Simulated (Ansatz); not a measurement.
# CoPd: the cost of one run

Computed with Ansatz 0.2.0 (DFT PBEsol, scalar-relativistic, plane waves, PAW; levels and slopes on a dense k mesh at the converged density, unless a step's input says otherwise).

### 1 Starting point

It takes space group R-3m (No. 166, trigonal). The conventional cell has a = 2.692 Å, b = 2.692 Å, c = 12.882 Å, α = 90.00°, β = 90.00°, γ = 120.00°. Around Co (site symmetry -3m) lie 6 Pd at 2.65 Å and 6 Co at 2.69 Å. Pd (site symmetry -3m) has 6 Co at 2.65 Å and 6 Pd at 2.69 Å as nearest neighbours.

As a file:

```cif
data_structure
_symmetry_space_group_name_H-M 'R-3m:H'
_symmetry_Int_Tables_number 166
_cell_length_a 2.6919
_cell_length_b 2.6919
_cell_length_c 12.8818
_cell_angle_alpha 90.000
_cell_angle_beta 90.000
_cell_angle_gamma 120.000
_cell_volume 80.84
loop_
_atom_site_label
_atom_site_type_symbol
_atom_site_symmetry_multiplicity
_atom_site_Wyckoff_symbol
_atom_site_fract_x
_atom_site_fract_y
_atom_site_fract_z
_atom_site_occupancy
Co1 Co 3 a 0.00000 0.00000 0.00000 1
Pd1 Pd 3 b 0.66667 0.33333 0.83333 1
```

The structure comes from the Materials Project (structure only) and is not relaxed.

### 2 The run

The input, input.yaml:

```yaml
crystal:
  lattice:
    - [1.34593306, 0.77707482, 4.29391938]
    - [-1.34593306, 0.77707482, 4.29391938]
    - [0.0, -1.55414963, 4.29391938]
  atoms:
    - { symbol: Co, position: [0.0, 0.0, 0.0], spin: 3.0 }
    - { symbol: Pd, position: [0.5, 0.5, 0.5], spin: 1.0 }
basis:
  ecutwfc: 420
kpoints:
  mp_grid: { grid: [18, 18, 18] }
hamiltonian:
  xc: pbesol
scf:
  occupations: { method: gaussian, width: 0.05 }
output:
  forces: true
  eigenvalues: true
  eigenstates:
    nscf_kmesh: { grid: [18, 18, 18] }
    top_band: c6
    de_dk: true
    localisation: true
  stress: true
  populations: true
checkpoint:
  write: ck
  compress: false
  write_wavefunctions: false
  write_every: 100000
magnetization:
  spin_polarized: true
```

Run with:

```sh
$ ansatz run input.yaml --threads 1 --pin off --max-ram 3072MiB --backend cpu --events-out ev --progress --plain --runs-dir out
```

What time and memory should one allow on 1 thread of Intel Xeon 6975P-C (Granite Rapids), shared host?

About 54 s, with a peak of 0.81 GiB.
